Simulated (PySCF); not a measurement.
**How the numerical set-up moves the result for SiBr**

Aim: see how much the energy and properties of SiBr depend on the numerical set-up.

The runs use PySCF 2.14.0; method and basis as typed in the scripts.

2 further runs of the same task are left out: 2 that didn't finish.

## (1) The starting structure

SiBr: 2 atoms, charge 0, spin multiplicity 2.

Bond lengths: Si1–Br2 2.230 Å.

## (2) The run that the others are compared with

File input.py:

```python
from pyscf import gto, dft

mol = gto.M(
    atom='Si 0 0 0; Br 0 0 2.23',
    basis='6-31g*',
    charge=0,
    spin=1,
    verbose=4,
)
mf = dft.ROKS(mol, xc='revtpss')
mf = mf.density_fit(auxbasis='def2-universal-jkfit')
mf.kernel()
mf.analyze()
print('orbital energies (hartree):', mf.mo_energy[..., max(0, mol.nelec[1]-3):mol.nelec[0]+3].round(4))
```

On the command line:

```console
> OMP_NUM_THREADS=1 python input.py
```

Its log is not repeated here.

In short: E(SCF) = -2862.501842 Eh, 9 cycles, μ = 0.71 D.

The bond length is a typed value, not an optimised one.

## (3) Def2-svp

Run 1 changes basis set: 6-31g* → def2-svp.

File input.py:

```python
from pyscf import gto, dft

mol = gto.M(
    atom='Si 0 0 0; Br 0 0 2.23',
    basis='def2-svp',
    charge=0,
    spin=1,
    verbose=4,
)
mf = dft.ROKS(mol, xc='revtpss')
mf = mf.density_fit(auxbasis='def2-universal-jkfit')
mf.kernel()
mf.analyze()
print('orbital energies (hartree):', mf.mo_energy[..., max(0, mol.nelec[1]-3):mol.nelec[0]+3].round(4))
```

On the command line:

```console
> OMP_NUM_THREADS=1 python input.py
```

## (4) Density fitting cc-pvdz-jkfit

Run 2 changes density fitting: def2-universal-jkfit → cc-pvdz-jkfit.

input.py, as its differences from that of step 2:

```diff
@@ -10,3 +10,3 @@
 mf = dft.ROKS(mol, xc='revtpss')
-mf = mf.density_fit(auxbasis='def2-universal-jkfit')
+mf = mf.density_fit(auxbasis='cc-pvdz-jkfit')
 mf.kernel()
```

## (5) Spin-free X2C on

Run 3 changes spin-free X2C: off → on.

input.py, as its differences from that of step 2:

```diff
@@ -10,2 +10,3 @@
 mf = dft.ROKS(mol, xc='revtpss')
+mf = mf.sfx2c1e()
 mf = mf.density_fit(auxbasis='def2-universal-jkfit')
```

## (6) Density fitting none

Run 4 changes density fitting: def2-universal-jkfit → none.

input.py, as its differences from that of step 2:

```diff
@@ -10,3 +10,2 @@
 mf = dft.ROKS(mol, xc='revtpss')
-mf = mf.density_fit(auxbasis='def2-universal-jkfit')
 mf.kernel()
```

Before running it: what results should come out? Wanted: for each run, E(SCF); from base; SCF dipole.

**Answer**, as computed:

```csv
run,E(SCF) (hartree),from base (eV),cycles,SCF dipole (D),functions
base,-2862.501842,0,9,0.71,50
def2-svp,-2862.424632,+2.1010,9,0.52,50
density fitting cc-pvdz-jkfit,-2862.501941,-0.0027,9,0.71,50
spin-free X2C on,-2887.735114,-686.6323,9,0.73,50
density fitting none,-2862.501804,+0.0010,9,0.71,50
```

The largest comparable shift of the SCF energy, -686.632 eV, comes with the run “spin-free X2C on”. def2-svp (50 functions) gives an energy 2.10 eV higher than 6-31g* (50). Scalar relativity lowers the total energy by 686.63 eV, nearly all of it in the inner shells; a basis contracted without relativity catches only part of it.
